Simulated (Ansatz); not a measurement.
# CHFNSi: the cost of one run

Program: Ansatz 0.2.0. Level of theory: UKS LDA/cc-pVDZ. These are calculated values, not measurements.

## (1) Starting point

Bond lengths: N1–C2 1.219 Å, C2–Si3 1.896 Å, Si3–F4 1.503 Å, Si3–H5 1.477 Å. Angles: N1–C2–Si3 177.4°, C2–Si3–F4 110.4°, C2–Si3–H5 111.8°, F4–Si3–H5 111.2°.

As a file:

```xyz
5

N     1.3948   -1.2211    1.4515
C     0.7434   -0.6139    0.6190
Si   -0.2082    0.3121   -0.7343
F    -1.5635   -0.3058   -0.9373
H    -0.3166    1.7551   -0.4403
```

## (2) Relaxing the start

Contents of input.yaml:

```yaml
crystal:
  periodic: [false, false, false]
  atoms:
    - { symbol: "N", position_ang: [1.3948, -1.2211, 1.4515] }
    - { symbol: C, position_ang: [0.7434, -0.6139, 0.619] }
    - { symbol: Si, position_ang: [-0.2082, 0.3121, -0.7343] }
    - { symbol: F, position_ang: [-1.5635, -0.3058, -0.9373] }
    - { symbol: H, position_ang: [-0.3166, 1.7551, -0.4403] }
magnetization:
  spin_polarized: true
  initial_magnetization: 1
basis:
  gaussian: { orbitals: cc-pVDZ }
hamiltonian:
  xc: lda
relax:
  f_tol: 0.02
  max_steps: 40
output:
  orbitals: {}
```

Started as:

```console
> ansatz run input.yaml --threads 1 --pin off --max-ram 2048MiB --backend cpu --events-out ev --progress --plain --runs-dir out
```

Q: Estimate wall time and peak memory on 1 thread of Arm Neoverse V1, shared host.

About 15 s, with a peak of 0.15 GiB.
